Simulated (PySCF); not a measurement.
# AlTl+: from the state search to spectroscopic constants

One table from this session's results is given with a row withheld; the runs are named, their logs left out.

Program: PySCF 2.14.0. Level of theory: Al def2-SVP, Tl def2-SVP with ECP60, scalar-relativistic core potentials. These are calculated values, not measurements.

The first run:

Settings of the job:

```json
{
  "atoms": "Al, Tl",
  "charge": "1",
  "basis": "Al def2-SVP, Tl def2-SVP with ECP60",
  "Hamiltonian": "scalar-relativistic core potentials",
  "basis functions": "44",
  "electrons treated": "33",
  "masses in u": "26.9815, 204.9744",
  "levels": "PBE0, PBE, r²SCAN, revPBE, r²SCAN0, B3LYP, ωB97X, HF, MP2, SCS-MP2, CCSD, CCSD(T)",
  "grid": "80 radial by 434 angular points",
  "occupations": "held fixed by the projection of orbital angular momentum",
  "dissociation limit": "Al+ + Tl, each in its ground configuration",
  "starting distance in angstrom": "2.725",
  "values of 2S to try": "1, 3"
}
```

Command:

```console
$ OMP_NUM_THREADS=1 python dia.py task.json out
```

Steps of the session up to this table: Input; PBE0 along the bond; Other states along the same grid; PBE (GGA); r²SCAN (meta-GGA); revPBE; r²SCAN0 (hybrid meta-GGA); B3LYP; ωB97X (range-separated hybrid); UHF (mean field); MP2 and coupled cluster.

One table of the session follows, with a row left open; its other results are not shown here.

Energy (eV) from each level's lowest point:

```
R (Å)    UHF  UHF-MP2  UHF-SCS-MP2  UHF-CCSD  UHF-CCSD(T)
2.985  0.257    0.178        0.197       n/a          n/a
3.124  0.128    0.074        0.088     0.077        0.071
3.263  0.052    0.020        0.028     0.022        0.018
3.367  0.020    0.003        0.007     0.004        0.002
3.471  0.004    0.000        0.000     0.000        0.000
3.575      ?        ?            ?         ?            ?
3.714  0.008    0.030        0.022     0.028        0.032
3.888  0.035    0.070        0.058     0.068        0.073
4.096  0.081    0.130        0.113     0.127        0.134
4.373  0.157    0.220        0.197       n/a          n/a
```

Estimate the missing values for R (Å) = 3.575.

Worked estimate for «UHF». A straight line through the neighbours (3.471, 0.004) and (3.714, 0.008) gives 0.004 + (0.008 − 0.004) × (3.575 − 3.471) / (3.714 − 3.471) = 0.006; a parabola fitted to 4 rows on both sides gives 0.001.

**Answer.** UHF: 0.000; UHF-MP2: 0.008; UHF-SCS-MP2: 0.004; UHF-CCSD: 0.007; UHF-CCSD(T): 0.009. In «UHF» the line misses by +0.006 and the parabola by +0.001.
